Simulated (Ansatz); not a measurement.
# RbSi (Cm) in Ansatz: convergence with k mesh

Aim: find how far k mesh must go before the results for RbSi settle, at PBEsol. This setting moves, with any that are tied to it; all else stays.

All numbers are computed with Ansatz 0.2.0; they aren't measurements. Logs are shortened: lines on timing, memory, paths and dates and some standing lists are left out, and cuts for length are marked.

## (1) The cell of the first run

The typed cell holds 2 atoms: a = 5.075 Å, b = 5.075 Å, c = 5.075 Å, α = 127.69°, β = 116.13°, γ = 87.03°.

The cell was built by a generator and needn't be a form met in nature.

The cell isn't the ideal one: atoms moved at random, drawn with an rms of 0.05 Å.

## (2) With k mesh 3 × 3 × 3

input.yaml reads:

```yaml
crystal:
  lattice:
    - [-2.23703712, 2.68462493, 3.68063339]
    - [2.23703712, -2.68462493, 3.68063339]
    - [2.23703712, 2.68462493, -3.68063339]
  atoms:
    - { symbol: Rb, position: [0.010019, 0.0047, 0.004857] }
    - { symbol: Si, position: [0.501724, -0.000785, 0.502063] }
hamiltonian:
  xc: pbesol
  pseudopotentials: { kind: nc, source: spms, xc_functional: pbe }
kpoints:
  mp_grid: { grid: [3, 3, 3] }
scf:
  occupations: { method: gaussian, width: 0.05 }
output:
  forces: true
  stress: true
  eigenvalues: true
```

Potentials or basis: SPMS NC.

Launch:

```
$ ansatz run input.yaml --threads 2 --pin off --max-ram 5632MiB --backend cpu --events-out ev --progress --plain --runs-dir out
```

It took 0.41 s on 2 threads of Intel Xeon 6975P-C (Granite Rapids), shared host; peak memory 0.33 GiB.

What came out:

| Property | Result |
| --- | --- |
| Free energy | -856.8921 eV |
| Pressure | 2.2 GPa |
| Largest force | 0.217 eV/Å |
| Band gap on the k mesh | none (metal or under the smearing width) |

## (3) With k mesh 4 × 4 × 4

input.yaml: that of step 2 with these lines changed.

```diff
@@ -12,3 +12,3 @@
 kpoints:
-  mp_grid: { grid: [3, 3, 3] }
+  mp_grid: { grid: [4, 4, 4] }
 scf:
```

Potentials or basis: SPMS NC.

Launch:

```
$ ansatz run input.yaml --threads 2 --pin off --max-ram 5632MiB --backend cpu --events-out ev --progress --plain --runs-dir out
```

Wall time 0.56 s (2 threads of Intel Xeon 6975P-C (Granite Rapids), shared host); peak memory 0.35 GiB.

Results:

```yaml
Free_energy: -856.8775 eV
Pressure: 2.1 GPa
Largest_force: 0.177 eV/Å
Band_gap_on_the_k_mesh: none (metal or under the smearing width)
```

## (4) With k mesh 5 × 5 × 5

input.yaml: that of step 3 with these lines changed.

```diff
@@ -12,3 +12,3 @@
 kpoints:
-  mp_grid: { grid: [4, 4, 4] }
+  mp_grid: { grid: [5, 5, 5] }
 scf:
```

Launch:

```
$ ansatz run input.yaml --threads 2 --pin off --max-ram 5632MiB --backend cpu --events-out ev --progress --plain --runs-dir out
```

It took 1.1 s on 2 threads of Intel Xeon 6975P-C (Granite Rapids), shared host; peak memory 0.36 GiB.

What came out:

* Free energy: -856.8593 eV
* Pressure: 2.8 GPa
* Largest force: 0.189 eV/Å
* Band gap on the k mesh: none (metal or under the smearing width)

## (5) With k mesh 6 × 6 × 6

input.yaml: that of step 4 with these lines changed.

```diff
@@ -12,3 +12,3 @@
 kpoints:
-  mp_grid: { grid: [5, 5, 5] }
+  mp_grid: { grid: [6, 6, 6] }
 scf:
```

Launch:

```
$ ansatz run input.yaml --threads 2 --pin off --max-ram 5632MiB --backend cpu --events-out ev --progress --plain --runs-dir out
```

It took 1.6 s on 2 threads of Intel Xeon 6975P-C (Granite Rapids), shared host; peak memory 0.39 GiB.

Results:

| Item | Value |
| --- | --- |
| Free energy | -856.8938 eV |
| Pressure | 2.3 GPa |
| Largest force | 0.192 eV/Å |
| Band gap on the k mesh | none (metal or under the smearing width) |

## (6) With k mesh 7 × 7 × 7

input.yaml: that of step 5 with these lines changed.

```diff
@@ -12,3 +12,3 @@
 kpoints:
-  mp_grid: { grid: [6, 6, 6] }
+  mp_grid: { grid: [7, 7, 7] }
 scf:
```

Potentials or basis: SPMS NC.

Launch:

```
$ ansatz run input.yaml --threads 2 --pin off --max-ram 5632MiB --backend cpu --events-out ev --progress --plain --runs-dir out
```

Run time: 2.3 s. Hardware: 2 threads of Intel Xeon 6975P-C (Granite Rapids), shared host; peak memory 0.4 GiB.

Results (log left out):

```
Free energy            : -856.9006 eV
Pressure               : 2.3 GPa
Largest force          : 0.183 eV/Å
Band gap on the k mesh : none (metal or under the smearing width)
```

## (7) With k mesh 9 × 9 × 9

input.yaml: that of step 6 with these lines changed.

```diff
@@ -12,3 +12,3 @@
 kpoints:
-  mp_grid: { grid: [7, 7, 7] }
+  mp_grid: { grid: [9, 9, 9] }
 scf:
```

Launch:

```
$ ansatz run input.yaml --threads 2 --pin off --max-ram 5632MiB --backend cpu --events-out ev --progress --plain --runs-dir out
```

Run time: 4.7 s. Hardware: 2 threads of Intel Xeon 6975P-C (Granite Rapids), shared host; peak memory 0.48 GiB.

Results (log left out):

* Free energy: -856.8922 eV
* Pressure: 2.2 GPa
* Largest force: 0.185 eV/Å
* Band gap on the k mesh: none (metal or under the smearing width)

## (8) With k mesh 11 × 11 × 11

input.yaml: that of step 7 with these lines changed.

```diff
@@ -12,3 +12,3 @@
 kpoints:
-  mp_grid: { grid: [9, 9, 9] }
+  mp_grid: { grid: [11, 11, 11] }
 scf:
```

Launch:

```
$ ansatz run input.yaml --threads 2 --pin off --max-ram 5632MiB --backend cpu --events-out ev --progress --plain --runs-dir out
```

It took 7.6 s on 2 threads of Intel Xeon 6975P-C (Granite Rapids), shared host; peak memory 0.58 GiB.

The run converged. Its results:

- Free energy: -856.8909 eV
- Pressure: 2.3 GPa
- Largest force: 0.185 eV/Å
- Band gap on the k mesh: none (metal or under the smearing width)

## (9) With k mesh 13 × 13 × 13

input.yaml: that of step 8 with these lines changed.

```diff
@@ -12,3 +12,3 @@
 kpoints:
-  mp_grid: { grid: [11, 11, 11] }
+  mp_grid: { grid: [13, 13, 13] }
 scf:
```

Potentials or basis: SPMS NC.

Launch:

```
$ ansatz run input.yaml --threads 2 --pin off --max-ram 5632MiB --backend cpu --events-out ev --progress --plain --runs-dir out
```

Output:

```text
Warning: the atoms were moved onto the symmetric positions of the space group found under crystal.symmetry.tolerance 1.0e-5 (fractional; no operation is sought that the atoms, as they stand in a round, miss by more than twice it, and no atom is moved by as much as it), and the run uses the moved positions. Before a round's move an operation carried an atom to 3.58e-5 Å from where it should land, the largest such distance. Atom 0 (counting from 0) moved farthest, by 1.79e-5 Å; the longest move in fractions of the cell, of whichever atom, is 0.56 of the tolerance, in 1 round. To run the atoms as typed, lower crystal.symmetry.tolerance until the operations that they miss are no longer found, or set crystal.symmetry.detect: false (a key that needs symmetry detection or time reversal refuses this as the deck is read). The positions used, in the order of the run's atom list: position: [0.010019, 0.004704000000000014, 0.004861000000000032]; position: [0.501724, -0.0007890000000000133, 0.502059];
Warning: RAYON_NUM_THREADS=2 ignored (pool sized by the plan → 2); use --threads N
Engine: ansatz 0.2.0, x86_64-unknown-linux-gnu
Pseudopotentials: kind: nc
Pseudopotential: Rb, nc, valence charge 9, recommended cutoff 244.902476213892 eV (normal), Rb.nc.azcp
Pseudopotential: Si, nc, valence charge 4, recommended cutoff 408.17079368981996 eV (normal), Si.nc.azcp
Functional definition: PBEsol
  exchange = pbesol_x
  correlation = pbesol_c
Crystal: 2 atoms, lattice volume = 88.418 Å³
Basis set: ecut = 408.17079368981996 eV, 1655 PW (Γ), exchange–correlation on 72×72×72 points (8 copies of the dense FFT grid, shifted against one another)
Bands: 11, of which v1, the nominal top of the filled ones, is band 7 counted from 1 (6 counted from 0)
Symmetry: 2 space group operations
Space group: Cm (ITA 8), of the structure as read, at distance tolerance 4.5e-5 Å
k-points: 595 of 2197 (time reversal used)
Non-local potential: Rb, projectors of the file, l = 0: 2, l = 1: 2, l = 2: 2
Non-local potential: Si, projectors of the file, l = 0: 2, l = 1: 2, l = 2: 2
Initial density: superposition of atomic densities (chi_scale 0.1, normalization cell, long waves kept (reshape's long-wave potential 0.00 eV rms))
Initial wavefunctions: pseudopotential atomic-orbital guess
Functional: x = pbesol(κ = 0.804, μ = 0.12345679012345678), c = pbesol(β = 0.046)
SCF iter   1: F=—  HF=-856.891940 eV  |F-HF|=—  |Δ(HF+E_count)|=         —  Δρ=8.49e-3  dr2=7.79e-2  ethr=3.10e-3  ⟨swp⟩=10.2  Hψ=63346  notcnv=0
preconditioner: auto → Kerker (q_TF=auto, 1.982 Å⁻¹)  [metal: Δε(μ)=0.001 eV  Ē_g=10.768 eV  σ=0.050 eV  W_gap=0.01  n_scr=14 (ndim 8)  ℏωp=13.1 eV  f_vac=0.000  D(μ)=3.00/eV (n_scr^D=16)]
SCF iter   2: F=—  HF=-856.889218 eV  |F-HF|=—  |Δ(HF+E_count)|=   2.72e-3  Δρ=5.16e-3  dr2=3.47e-2  ethr=5.99e-4  ⟨swp⟩=1.5  Hψ=11661  notcnv=0  defer=8
SCF iter   3: F=—  HF=-856.890994 eV  |F-HF|=—  |Δ(HF+E_count)|=   1.78e-3  Δρ=1.05e-3  dr2=2.51e-3  ethr=2.67e-4  ⟨swp⟩=2.6  Hψ=9933  notcnv=0  defer=134
SCF iter   4: F=—  HF=-856.892065 eV  |F-HF|=—  |Δ(HF+E_count)|=   1.07e-3  Δρ=3.10e-4  dr2=2.53e-4  ethr=1.93e-5  ⟨swp⟩=2.7  Hψ=10068  notcnv=0  defer=144
SCF iter   5: F=—  HF=-856.892209 eV  |F-HF|=—  |Δ(HF+E_count)|=   1.45e-4  Δρ=1.12e-4  dr2=1.89e-5  ethr=1.94e-6  ⟨swp⟩=2.4  Hψ=9279  notcnv=0  defer=144
SCF iter   6: F=—  HF=-856.892226 eV  |F-HF|=—  |Δ(HF+E_count)|=   1.63e-5  Δρ=2.96e-5  dr2=1.69e-6  ethr=1.45e-7  ⟨swp⟩=2.5  Hψ=9573  notcnv=0  defer=189
SCF iter   7: F=-856.892226 eV  HF=-856.892226 eV  |F-HF|=7.14e-9  |Δ(HF+E_count)|=   7.27e-7  Δρ=5.66e-6  dr2=5.43e-8  ethr=7.69e-10  ⟨swp⟩=8.3  Hψ=43976  notcnv=0
SCF 1 converged in 7 iterations: F = -856.892226 eV  dr2 = 5.43e-8
SCF converged after 7 iterations
Free energy (F): -856.892226 eV
Harris-Foulkes:  -856.892226 eV  (|F-HF|=7.14e-9)
Internal energy: -856.888445 eV  (E = F + TS)
E sigma→0 (E₀):  -856.890336 eV
Entropy (-TS):   -0.003781 eV (-1.891 meV/atom)
Fermi energy:    2.504901 eV
--- Per-component energies (eV) ---
  E_band       = -105.196134
  E_kinetic    = 229.504433
  E_local      = -601.963754  (includes V_loc(G=0)·N_el)
  E_nonlocal   = 69.660934
  E_hartree    = 191.384896
  E_xc         = -234.027706
  E_vxc        = -185.165874  (∫ρ·V_xc dr)
  E_ewald      = -511.447248
  E_smearing   = -0.003781  (= −TS)
  E_closure    = -0.000000  (closes the sum)
  Σ components = -856.892226   (vs F -856.892226, Δ=0.00e0)
--- Forces (eV/Å), atoms counted from 1 ---
  atom   1  Rb     0.00000000    -0.18122105     0.03295576
  atom   2  Si    -0.00000000     0.18122020    -0.03295977
  max |Σ_I F_I| component: 4.02e-6 eV/Å
--- Stress (GPa, compression-positive) ---
       -3.789879       0.000000      -0.000000
        0.000000      13.995215      -0.012195
       -0.000000      -0.012195      -3.075828
  P = ⅓ Tr σ = 2.3765 GPa (23.765 kbar)
--- Band table (eV; the first three rows and the last of 595) ---
  k-point 0: bands = ["-24.7940", "-9.5737", "-8.8166", "-8.7673", "-4.3358", "3.3866", "4.0288", "4.1898", "4.9234", "5.6560", "7.5249"]
  k-point 1: bands = ["-24.7933", "-9.5913", "-8.8266", "-8.7691", "-4.2516", "3.2726", "3.5992", "4.5661", "4.7445", "5.8440", "7.4969"]
  k-point 2: bands = ["-24.7913", "-9.6381", "-8.8539", "-8.7740", "-4.0117", "3.0202", "3.0697", "4.2116", "5.0122", "6.3107", "7.4572"]
  k-point 594: bands = ["-24.7878", "-9.8677", "-8.8247", "-8.8180", "-2.8212", "1.2837", "2.3831", "3.2884", "6.0208", "6.8197", "8.2981"]
```

Wall time 12 s (2 threads of Intel Xeon 6975P-C (Granite Rapids), shared host); peak memory 0.72 GiB.

Results:

| Item | Value |
| --- | --- |
| Free energy | -856.8922 eV |
| Pressure | 2.4 GPa |
| Largest force | 0.184 eV/Å |
| Band gap on the k mesh | none (metal or under the smearing width) |

## (10) Result

```csv
k mesh,"energy less the tightest run, at zero smearing (meV/atom)",pressure (GPa),largest force (eV/Å),SCF cycles,CPU time (s),peak memory (GiB)
3 × 3 × 3,0.11,2.17,0.217,6,0.67,0.33
4 × 4 × 4,7.04,2.11,0.177,6,0.98,0.35
5 × 5 × 5,17.37,2.81,0.189,7,2,0.36
6 × 6 × 6,-1.06,2.27,0.192,7,2.9,0.39
7 × 7 × 7,-3.88,2.33,0.183,7,4.2,0.4
9 × 9 × 9,-0.15,2.24,0.185,7,8.6,0.48
11 × 11 × 11,0.69,2.34,0.185,7,15,0.58
13 × 13 × 13,0.00,2.38,0.184,7,24,0.72
```

Against the tightest run, the energy stays within 1 meV/atom from 9 × 9 × 9 on; the pressure stays within 0.1 GPa from 11 × 11 × 11 on; the largest force stays within 0.005 eV/Å from 7 × 7 × 7 on. Meshes of other sizes hit other points, so gaps and Fermi surfaces needn't settle smoothly. The tightest run that finished is the yardstick and may itself not be fully converged.
